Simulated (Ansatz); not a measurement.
# InH₃O₃ (SMILES [OH][In]([OH])[OH]): energies and forces away from the minimum

How good are functionals off equilibrium? 2 randomly displaced structures are computed with CCSD(T) and cheaper methods.

The runs use Ansatz 0.2.0, Gaussian basis; single points with forces in def2-TZVPP.

Levels: PBE-D4, r2SCAN-D4, PBE0-D4, wB97M-V, Hartree-Fock, MP2, CCSD, CCSD(T). Each coordinate is moved by a Gaussian draw of the width named (0.7 of it for atoms other than hydrogen): 0.06, 0.06 Å.

Cores are frozen in the correlated methods. Filled d shells of the heavier atoms are correlated. Core potentials replace the inner electrons past krypton, and spin-orbit coupling is left out.

## 1. Where the work starts

The minimum, relaxed at PBE0-D4: SMILES `[OH][In]([OH])[OH]`, 7 atoms, charge 0, spin multiplicity 1.

Atoms are counted from 1 here; the program's logs count them from 0.

Bond lengths: O1–In2 1.973 Å, O1–H5 0.961 Å, In2–O3 1.973 Å, In2–O4 1.973 Å, O3–H6 0.961 Å, O4–H7 0.961 Å. Angles: In2–O1–H5 112.2°, O1–In2–O3 120.0°, O1–In2–O4 120.0°, O3–In2–O4 120.0°, In2–O3–H6 112.1°, In2–O4–H7 112.2°.

Coordinates:

```mol
H3InO3
  3D, bonds by distance, orders not assigned

  7  6  0  0  0  0  0  0  0  0999 V2000
   -1.9056    0.4457   -0.1466 O   0  0
    0.0084   -0.0100   -0.0063 In  0  0
    0.9891    0.3523    1.6664 O   0  0
    0.9428   -0.8277   -1.5391 O   0  0
   -2.2451    0.8373    0.6626 H   0  0
    1.9111    0.0876    1.6103 H   0  0
    0.3607   -0.9531   -2.2932 H   0  0
  1  2  8  0
  1  5  8  0
  2  3  8  0
  2  4  8  0
  3  6  8  0
  4  7  8  0
M  END
```

Energies of the minimum (eV), from earlier single points: PBE-D4 -11361.79691, r2SCAN-D4 -11367.01036, PBE0-D4 -11361.46895, B3LYP-D4 -11370.01844, wB97M-V -11364.78569, CCSD(T) -11340.15774.

## 2. Structure 1, width 0.06 Å

ccsdt-tzvpp/in.yaml

```yaml
crystal:
  periodic: [false, false, false]
  atoms:
    - {symbol: O, position_ang: [-1.906724, 0.445950, -0.155485]}
    - {symbol: In, position_ang: [-0.000224, -0.007226, -0.006425]}
    - {symbol: O, position_ang: [0.981230, 0.329529, 1.633392]}
    - {symbol: O, position_ang: [0.948743, -0.792426, -1.613329]}
    - {symbol: H, position_ang: [-2.209787, 0.880118, 0.738713]}
    - {symbol: H, position_ang: [1.923139, 0.010772, 1.575959]}
    - {symbol: H, position_ang: [0.415846, -0.939176, -2.220565]}
basis:
  gaussian: {orbitals: def2-TZVPP}
correlation: {method: ccsd_t}
output: {forces: true}
```

No record of the launch command was kept for these runs.

The program printed, shortened:

```text
Functional definition: HF
  name "HF"
  cite "Fock, Z. Phys. 61, 126 (1930) doi:10.1007/BF01340294"
  parent pbe
[...]
1326 factors; integrals over basis functions are off by at most 1.0e-3 eV
[...]
mean field -11310.65296316 eV, -415.6588297603 hartree, gradient 2.4e-6 eV, S^2 0.000000; 0 other end points of the search recorded, 0 dependent functions left out
7 core orbitals not correlated: weight in the atoms' cores, before any rotation towards them, 1.000 or more for the frozen orbitals, at most 0.000 for the correlated occupied ones
reference -11310.65296316 eV, -415.6588297603 hartree; 17, 17 occupied and 161, 161 virtual orbitals, 1326 factors
too little memory for Intel AMX tiles; the run may be slower
second order -27.77842563 eV of doubles, -0.00000000 eV of singles
cycle   1  -26.77226148 eV  change     1.0e0 eV  update   1.4e-1
[...]
cycle  12  -27.59271863 eV  change   -1.1e-5 eV  update   3.5e-6
perturbative correction -0.99020884 eV, -0.0363895037 hartree
[...]
working
working
working
Total energy: -11339.23589064 eV, -416.7092329708 hartree
Atom 0 at    -1.906724     0.445950    -0.155485 Å, force    -1.116208     1.344987     2.647007 eV/Å
Atom 1 at    -0.000224    -0.007226    -0.006425 Å, force     0.366109    -0.514006    -1.336922 eV/Å
Atom 2 at     0.981230     0.329529     1.633392 Å, force     1.920997    -0.418525     0.527605 eV/Å
Atom 3 at     0.948743    -0.792426    -1.613329 Å, force     7.336621     2.531862     9.795610 eV/Å
Atom 4 at    -2.209787     0.880118     0.738713 Å, force     0.833377    -1.278673    -2.640807 eV/Å
Atom 5 at     1.923139     0.010772     1.575959 Å, force    -1.534856     0.535466     0.094610 eV/Å
Atom 6 at     0.415846    -0.939176    -2.220565 Å, force    -7.806042    -2.201111    -9.087104 eV/Å
Dipole moment:    -0.017412     0.005872     0.127255 e Å
```

Run time: 4.1 min. Hardware: 4 threads, shared host; peak memory 4.3 GiB.

The other levels were run on the same coordinates; their logs were not kept, and their results stand in the tables.

```
   method  RMS force component (eV/Å)  RMS error against CCSD(T) (eV/Å)  angle to CCSD(T) forces (°)  dipole (D)
   PBE-D4                       4.054                             0.288                          4.0        0.60
r2SCAN-D4                       3.962                             0.060                          0.8        0.62
  PBE0-D4                       3.972                             0.067                          0.9        0.64
  wB97M-V                       3.966                             0.058                          0.8        0.64
  CCSD(T)                       3.981                                 0                            0        0.62
```

## 3. Structure 2, width 0.06 Å

ccsdt-tzvpp/in.yaml

```yaml
crystal:
  periodic: [false, false, false]
  atoms:
    - {symbol: O, position_ang: [-1.892157, 0.475768, -0.156885]}
    - {symbol: In, position_ang: [0.034446, 0.001624, -0.059742]}
    - {symbol: O, position_ang: [0.961171, 0.374853, 1.694501]}
    - {symbol: O, position_ang: [0.813689, -0.871382, -1.570949]}
    - {symbol: H, position_ang: [-2.319247, 0.854446, 0.679478]}
    - {symbol: H, position_ang: [1.877193, 0.025617, 1.606395]}
    - {symbol: H, position_ang: [0.392388, -0.967812, -2.178422]}
basis:
  gaussian: {orbitals: def2-TZVPP}
correlation: {method: ccsd_t}
output: {forces: true}
```

The program printed, shortened:

```text
[... 4 set-up lines as earlier in the session ...]
[...]
1324 factors; integrals over basis functions are off by at most 9.7e-4 eV
[...]
mean field -11309.48477225 eV, -415.6158995360 hartree, gradient 1.8e-6 eV, S^2 0.000000; 0 other end points of the search recorded, 0 dependent functions left out
7 core orbitals not correlated: weight in the atoms' cores, before any rotation towards them, 1.000 or more for the frozen orbitals, at most 0.000 for the correlated occupied ones
reference -11309.48477225 eV, -415.6158995360 hartree; 17, 17 occupied and 161, 161 virtual orbitals, 1324 factors
too little memory for Intel AMX tiles; the run may be slower
second order -27.61783922 eV of doubles, -0.00000000 eV of singles
cycle   1  -26.67266923 eV  change    9.5e-1 eV  update   1.4e-1
[...]
cycle  12  -27.46421727 eV  change   -1.3e-5 eV  update   4.2e-6
perturbative correction -0.96785262 eV, -0.0355679277 hartree
[...]
working
working
working
Total energy: -11337.91684213 eV, -416.6607588324 hartree
Atom 0 at    -1.892157     0.475768    -0.156885 Å, force    -0.913965     0.793392     1.675086 eV/Å
Atom 1 at     0.034446     0.001624    -0.059742 Å, force    -0.692221     0.754417     1.766342 eV/Å
Atom 2 at     0.961171     0.374853     1.694501 Å, force     0.734970    -0.594630    -0.946616 eV/Å
Atom 3 at     0.813689    -0.871382    -1.570949 Å, force    14.738760     2.793793    19.629350 eV/Å
Atom 4 at    -2.319247     0.854446     0.679478 Å, force     1.221962    -0.878197    -1.828519 eV/Å
Atom 5 at     1.877193     0.025617     1.606395 Å, force    -0.895924     0.415367     0.239991 eV/Å
Atom 6 at     0.392388    -0.967812    -2.178422 Å, force   -14.193581    -3.284143   -20.535634 eV/Å
Dipole moment:     0.089785    -0.013952    -0.041733 e Å
```

It took 4.4 min on 4 threads, shared host; peak memory 4.3 GiB.

```
   method  RMS force component (eV/Å)  RMS error against CCSD(T) (eV/Å)  angle to CCSD(T) forces (°)  dipole (D)
   PBE-D4                       7.838                             0.280                          2.0        0.42
r2SCAN-D4                       7.719                             0.063                          0.4        0.46
  PBE0-D4                       7.745                             0.059                          0.4        0.49
  wB97M-V                       7.724                             0.056                          0.4        0.51
  CCSD(T)                       7.750                                 0                            0        0.48
```

## 4. All structures together

Energy above the minimum (kJ/mol):

```
structure  width (Å)  PBE-D4  r2SCAN-D4  PBE0-D4  wB97M-V  Hartree-Fock    MP2   CCSD  CCSD(T)
        1       0.06    89.3       88.2     89.1     89.3          89.2   89.6   89.2     88.9
        2       0.06   222.7      215.8    215.5    215.2         201.9  217.9  214.3    216.2
```

Miss and cost, level by level (times from a shared host):

```
      method  mean energy error from CCSD(T) (kJ/mol)        mean time a point
      PBE-D4                                      3.4                    1.1 s
   r2SCAN-D4                                      0.5                    1.6 s
     PBE0-D4                                      0.5                    1.4 s
     wB97M-V                                      0.7                    3.4 s
Hartree-Fock                                      7.3  part of the CCSD(T) run
         MP2                                      1.2  part of the CCSD(T) run
        CCSD                                      1.1  part of the CCSD(T) run
     CCSD(T)                                        0                  4.3 min
```

The best functional, PBE0-D4, misses by 0.5 kJ/mol and takes 1.4 s a point, against 4.3 min for CCSD(T).

## 5. Outcome

```
                         quantity                                                                                            value
energy above the minimum, CCSD(T)                                                                               88.9, 216.2 kJ/mol
                mean energy error  PBE-D4 3.4, r2SCAN-D4 0.5, PBE0-D4 0.5, wB97M-V 0.7, Hartree-Fock 7.3, MP2 1.2, CCSD 1.1 kJ/mol
             mean RMS force error                                 PBE-D4 0.284, r2SCAN-D4 0.061, PBE0-D4 0.063, wB97M-V 0.057 eV/Å
            largest T1 diagnostic                                                                                            0.017
```

In words: In energy PBE0-D4 is nearest to CCSD(T) and Hartree-Fock farthest. For forces wB97M-V is best, off by 1 % of the typical force, and PBE-D4 worst (5 %).
